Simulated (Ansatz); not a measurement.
**CH₅AlBFO: a ladder of functionals and wavefunction methods**

An exercise on one series of results from a longer session: the logs are not shown, and one member is left open.

Program: Ansatz 0.2.0, Gaussian basis. Level of theory: functionals in def2-TZVPP, the program's frozen cores in correlated methods. These are calculated values, not measurements.

Plan: LDA (SPW92), PBE-D4, revPBE-D4, BLYP-D4, r2SCAN-D4, B97M-V, PBE0-D4, B3LYP-D4, r2SCANh-D4, r2SCAN0-D4, HSE06-D4, BHLYP-D4, CAM-B3LYP-D4, LC-ωPBE, ωB97X-V, ωB97M-V, B2PLYP, PBE-QIDH; CCSD(T)/def2-SVP; CCSD(T)/def2-TZVPP; MP2/def2-QZVPP; extrapolation to the limit; RPA on PBE.

## Structure used throughout

An earlier PBE0-D4 in a triple-zeta def2 set relaxation fixed the geometry.

10 atoms, charge 0, spin multiplicity 1.

Atoms are counted from 1 here; the program's logs count them from 0.

Bond lengths: B1–C2 1.463 Å, B1–Al5 2.098 Å, B1–H6 1.233 Å, B1–H7 1.190 Å, C2–O3 1.324 Å, C2–F4 1.337 Å, O3–H8 0.967 Å, Al5–H9 1.587 Å, Al5–H10 1.585 Å. Angles: C2–B1–Al5 92.8°, C2–B1–H6 113.8°, C2–B1–H7 123.8°, Al5–B1–H6 72.1°, Al5–B1–H7 110.8°, H6–B1–H7 121.7°, B1–C2–O3 127.2°, B1–C2–F4 122.2°, O3–C2–F4 110.6°, C2–O3–H8 110.1°, B1–Al5–H9 122.4°, B1–Al5–H10 115.4°, H9–Al5–H10 121.5°.

The first run:

Contents of in.yaml:

```yaml
crystal:
  periodic: [false, false, false]
  atoms:
    - {symbol: B, position_ang: [-0.219469, 0.070813, -1.076775]}
    - {symbol: C, position_ang: [-0.075844, -1.085973, -0.192665]}
    - {symbol: O, position_ang: [-0.870761, -1.432315, 0.807798]}
    - {symbol: F, position_ang: [0.932083, -1.955505, -0.314123]}
    - {symbol: Al, position_ang: [0.401551, 1.412882, 0.411240]}
    - {symbol: H, position_ang: [-1.177139, 0.794981, -0.797416]}
    - {symbol: H, position_ang: [0.411171, 0.223967, -2.073945]}
    - {symbol: H, position_ang: [-0.411028, -2.040271, 1.402152]}
    - {symbol: H, position_ang: [0.105463, 1.171165, 1.951300]}
    - {symbol: H, position_ang: [0.987174, 2.789055, -0.114665]}
basis:
  gaussian: {orbitals: def2-TZVPP}
hamiltonian: {xc: lda}
output: {orbitals: {seedname: orbitals}}
```

Among the steps run: LDA; PBE-D4 (GGA); revPBE-D4 (GGA); BLYP-D4 (GGA); r2SCAN-D4 (meta-GGA); B97M-V (meta-GGA); PBE0-D4 (hybrid); B3LYP-D4 (hybrid); r2SCANh-D4 (hybrid); r2SCAN0-D4 (hybrid); HSE06-D4 (hybrid); BHLYP-D4 (hybrid); CAM-B3LYP-D4 (range-separated); LC-ωPBE (range-separated); ωB97X-V (range-separated); ωB97M-V (range-separated); B2PLYP (double hybrid); PBE-QIDH (double hybrid).

One table of the session follows, with a row left open; its other results are not shown here.

It belongs to the step «Frontier levels by functional». 

| functional | HOMO (eV) | LUMO (eV) | gap (eV) |
| --- | --- | --- | --- |
| LDA (SPW92) | -5.99 | -2.29 | 3.70 |
| PBE-D4 | -5.83 | -2.04 | 3.79 |
| revPBE-D4 | -5.77 | -1.93 | 3.84 |
| BLYP-D4 | ? | ? | ? |
| r2SCAN-D4 | -6.03 | -1.71 | 4.31 |
| B97M-V | -6.15 | -1.90 | 4.26 |
| PBE0-D4 | -6.88 | -1.29 | 5.59 |
| B3LYP-D4 | -6.69 | -1.49 | 5.19 |
| r2SCANh-D4 | -6.42 | -1.46 | 4.96 |
| r2SCAN0-D4 | -7.01 | -1.09 | 5.91 |
| HSE06-D4 | -6.48 | -1.65 | 4.83 |
| BHLYP-D4 | -7.80 | -0.53 | 7.27 |
| CAM-B3LYP-D4 | -8.11 | -0.38 | 7.74 |
| LC-ωPBE | -9.36 | 0.70 | 10.06 |
| ωB97X-V | -9.04 | 0.60 | 9.64 |
| ωB97M-V | -8.91 | 0.31 | 9.22 |

Q: Estimate the row for BLYP-D4 from the others.

Worked estimate for «HOMO (eV)». Against the share of exact exchange, B3LYP-D4 (0.2, -6.69), BHLYP-D4 (0.5, -7.80) give a slope of -3.70 per unit share; at 0 the line stands at -5.95.

The run gave: HOMO (eV): -5.69; LUMO (eV): -1.93; gap (eV): 3.76. In «HOMO (eV)» the line misses by -0.26.
